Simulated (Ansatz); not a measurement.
# CuF: vertical ionisation energy

One table from this session's results is given with a row withheld; the runs are named, their logs left out.

Program: Ansatz 0.2.0, Gaussian basis. Level of theory: unrestricted cation, the program's frozen cores in correlated methods. These are calculated values, not measurements.

Plan: UKS PBE-D4/def2-TZVPP; UKS r2SCAN-D4/def2-TZVPP; UKS PBE0-D4/def2-TZVPP; UKS B3LYP-D4/def2-TZVPP; UKS wB97X-V/def2-TZVPP; UKS wB97M-V/def2-TZVPP; UKS B2PLYP (frozen core with 3s3p of Cu, Zn)/def2-TZVPP; UHF-CCSD(T) with 3s3p of Cu, Zn/def2-TZVPP; UHF-CCSD(T) with 3s3p of Cu, Zn/def2-QZVPP; extrapolation to the limit; then −ε(HOMO) from the neutral's earlier runs with LDA (SPW92), PBE-D4, revPBE-D4, BLYP-D4, r2SCAN-D4, B97M-V, PBE0-D4, B3LYP-D4, r2SCANh-D4, r2SCAN0-D4, HSE06-D4, BHLYP-D4, CAM-B3LYP-D4, LC-ωPBE, ωB97X-V, ωB97M-V.

## The relaxed structure

An earlier PBE0-D4 in a triple-zeta def2 set relaxation fixed the geometry.

2 atoms, charge 0, spin multiplicity 1.

Atoms are counted from 1 here; the program's logs count them from 0.

Bond lengths: F1–Cu2 1.765 Å.

Coordinates:

```xyz
2
charge 0, multiplicity 1
F     0.7658   -0.2990    0.3791
Cu   -0.7364    0.2389   -0.3751
```

Set-up of the first run:

Input file in.yaml:

```yaml
crystal:
  periodic: [false, false, false]
  atoms:
    - {symbol: F, position_ang: [0.765754, -0.299002, 0.379106]}
    - {symbol: Cu, position_ang: [-0.736354, 0.238902, -0.375106]}
basis:
  gaussian: {orbitals: def2-TZVPP}
total_charge: 1
magnetization: {spin_polarized: true, initial_magnetization: 1}
hamiltonian: {xc: pbe, dispersion: d4}
```

The run is started by

```sh
> ansatz run in.yaml --threads 2 --pin off --events-out ev --progress --plain --max-ram 20480MiB --backend cpu
```

Steps of the session up to this table: Cation, UKS PBE-D4/def2-TZVPP; Cation, UKS r2SCAN-D4/def2-TZVPP; Cation, UKS PBE0-D4/def2-TZVPP; Cation, UKS B3LYP-D4/def2-TZVPP; Cation, UKS wB97X-V/def2-TZVPP; Cation, UKS wB97M-V/def2-TZVPP; Cation, UKS B2PLYP (frozen core with 3s3p of Cu, Zn)/def2-TZVPP; Cation, UHF-CCSD(T) with 3s3p of Cu, Zn/def2-TZVPP; Cation, UHF-CCSD(T) with 3s3p of Cu, Zn/def2-QZVPP.

One table of the session follows, with a row left open; its other results are not shown here.

For comparison, −ε(HOMO) of the neutral from earlier runs:

| functional | −ε(HOMO) (eV) |
| --- | --- |
| LDA (SPW92) | 6.27 |
| PBE-D4 | 5.98 |
| revPBE-D4 | 5.88 |
| BLYP-D4 | 6.00 |
| r2SCAN-D4 | 6.01 |
| B97M-V | 6.08 |
| PBE0-D4 | 7.45 |
| B3LYP-D4 | 7.32 |
| r2SCANh-D4 | 6.60 |
| r2SCAN0-D4 | 7.53 |
| HSE06-D4 | 7.02 |
| BHLYP-D4 | 9.13 |
| CAM-B3LYP-D4 | 9.10 |
| LC-ωPBE | 10.31 |
| ωB97X-V | 9.98 |
| ωB97M-V | ? |

Q: Estimate the row for ωB97M-V from the others.

As computed: −ε(HOMO) (eV): 10.02. In the column «−ε(HOMO) (eV)» it lies between ωB97X-V (9.98) and LC-ωPBE (10.31).
